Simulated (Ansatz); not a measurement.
**C2H2BNa (SMILES BC#[C][Na]): functionals against CCSD(T) at one geometry**

One table from this session's results is given with a row withheld; the runs are named, their logs left out.

The runs use Ansatz 0.2.0, Gaussian basis; single points in def2-TZVPP.

Cores are frozen in the correlated methods. The outer core shell of Li, Na, Mg and K is correlated.

### Where the work starts

6 atoms, charge 0, spin multiplicity 1.

Atoms are counted from 1 here; the program's logs count them from 0.

Bond lengths: B1–C2 1.490 Å, B1–H5 1.204 Å, B1–H6 1.141 Å, C2–C3 1.209 Å, C3–Na4 2.138 Å. Angles: C2–B1–H5 122.9°, C2–B1–H6 120.1°, H5–B1–H6 117.0°, B1–C2–C3 176.7°, C2–C3–Na4 177.0°.

As a file:

| atom | x (Å) | y (Å) | z (Å) |
| --- | --- | --- | --- |
| B1 | 0.1068 | 1.2828 | 0.1584 |
| C2 | 0.0143 | -0.1881 | -0.0606 |
| C3 | -0.0755 | -1.3891 | -0.1704 |
| Na4 | -0.2606 | -3.4976 | -0.4719 |
| H5 | 0.0898 | 2.0803 | -0.7435 |
| H6 | 0.1969 | 1.6991 | 1.2173 |

The first run:

run/in.yaml reads:

```yaml
crystal:
  periodic: [false, false, false]
  atoms:
    - {symbol: B, position_ang: [0.106800, 1.282800, 0.158400]}
    - {symbol: C, position_ang: [0.014300, -0.188100, -0.060600]}
    - {symbol: C, position_ang: [-0.075500, -1.389100, -0.170400]}
    - {symbol: Na, position_ang: [-0.260600, -3.497600, -0.471900]}
    - {symbol: H, position_ang: [0.089800, 2.080300, -0.743500]}
    - {symbol: H, position_ang: [0.196900, 1.699100, 1.217300]}
basis:
  gaussian: {orbitals: def2-TZVPP}
correlation: {method: ccsd_t}
output: {forces: true}
```

No record of the launch command was kept for these runs.

Among the steps run: CCSD(T)/def2-TZVPP; PBE0-D4/def2-TZVPP; wB97M-V/def2-TZVPP; r2SCAN-D4/def2-TZVPP; PBE-D4/def2-TZVPP; r2SCAN0-D4/def2-TZVPP; wB97X-V/def2-TZVPP.

One table of the session follows, with a row left open; its other results are not shown here.

| method | RMS force component (eV/Å) | angle to CCSD(T) forces (°) | dipole (D) |
| --- | --- | --- | --- |
| CCSD(T) | 1.136 | reference | 9.19 |
| PBE0-D4 | 0.923 | 11.8 | 9.10 |
| wB97M-V | 0.770 | 14.7 | 9.09 |
| r2SCAN-D4 | 1.019 | 9.6 | 9.21 |
| PBE-D4 | ? | ? | ? |
| r2SCAN0-D4 | 0.816 | 16.3 | 9.24 |
| wB97X-V | 0.800 | 15.4 | 9.13 |

Q: Estimate the row for PBE-D4 from the others.

As computed: RMS force component (eV/Å): 1.197; angle to CCSD(T) forces (°): 6.8; dipole (D): 8.92. In the column «RMS force component (eV/Å)» it is the highest.
